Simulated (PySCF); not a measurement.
# As⁻ (triplet): changing the method

Aim: see what other levels and later steps give for As⁻ (triplet).

Program: PySCF 2.14.0. Level of theory: method and basis as typed in the scripts. These are calculated values, not measurements.

## 1. The atom

As⁻ (triplet): 1 atom, charge -1, spin multiplicity 3.

## 2. The run that the others are compared with

The input, input.py:

```python
from pyscf import gto, scf, mp

mol = gto.M(
    atom='As 0 0 0',
    basis='6-31g',
    charge=-1,
    spin=2,
    verbose=4,
)
mf = scf.UHF(mol)
mf.kernel()
mp.MP2(mf).kernel()
mf.dip_moment()
print('orbital energies (hartree):', [e[max(0, n-3):n+3].round(4) for e, n in zip(mf.mo_energy, mol.nelec)])
```

Launch:

```
> OMP_NUM_THREADS=1 python input.py
```

## 3. Stability test

Variant 1 changes step after the SCF: mp2 → stability.

Changes to input.py since step 2:

```diff
@@ -1,2 +1,2 @@
-from pyscf import gto, scf, mp
+from pyscf import gto, scf
 
@@ -11,3 +11,3 @@
 mf.kernel()
-mp.MP2(mf).kernel()
+mf.stability(internal=True, external=True)
 mf.dip_moment()
```

## 4. CISD

Variant 2 changes step after the SCF: mp2 → cisd; frozen orbitals: none → 9.

Changes to input.py since step 2:

```diff
@@ -1,2 +1,2 @@
-from pyscf import gto, scf, mp
+from pyscf import gto, scf, ci
 
@@ -11,3 +11,3 @@
 mf.kernel()
-mp.MP2(mf).kernel()
+ci.CISD(mf, frozen=9).kernel()
 mf.dip_moment()
```

## 5. Population analysis

Variant 3 changes step after the SCF: mp2 → analyze.

The input, input.py:

```python
from pyscf import gto, scf

mol = gto.M(
    atom='As 0 0 0',
    basis='6-31g',
    charge=-1,
    spin=2,
    verbose=4,
)
mf = scf.UHF(mol)
mf.kernel()
mf.analyze()
print('orbital energies (hartree):', [e[max(0, n-3):n+3].round(4) for e, n in zip(mf.mo_energy, mol.nelec)])
```

## 6. RHF

Variant 4 changes SCF type: UHF → RHF.

The input, input.py:

```python
from pyscf import gto, scf, mp

mol = gto.M(
    atom='As 0 0 0',
    basis='6-31g',
    charge=-1,
    spin=2,
    verbose=4,
)
mf = scf.RHF(mol)
mf.kernel()
mp.MP2(mf).kernel()
mf.dip_moment()
print('orbital energies (hartree):', mf.mo_energy[..., max(0, mol.nelec[1]-3):mol.nelec[0]+3].round(4))
```

Q: Predict the outcome of this session. Wanted: for each run, E(SCF); from base; gap, α spin; after the SCF.

As calculated:

| run | E(SCF) (hartree) | from base (eV) | cycles | gap, α spin (eV) | after the SCF |
| --- | --- | --- | --- | --- | --- |
| base | -2233.830236 | 0 | 9 | 15.14 | MP2 correlation -5.260 eV |
| stability test | -2233.830236 | 0.0000 | 9 | 15.14 | stable |
| CISD | -2233.830236 | 0.0000 | 9 | 15.14 | CISD correlation -4.168 eV, core frozen |
| population analysis | -2233.830236 | 0.0000 | 9 | 15.14 | n/a |
| RHF | -2233.829870 | +0.0100 | 8 | n/a | MP2 correlation -5.268 eV |

**Reading.** Total energies from different bases, Hamiltonians or methods carry different errors, so properties are taken as differences within one set-up.
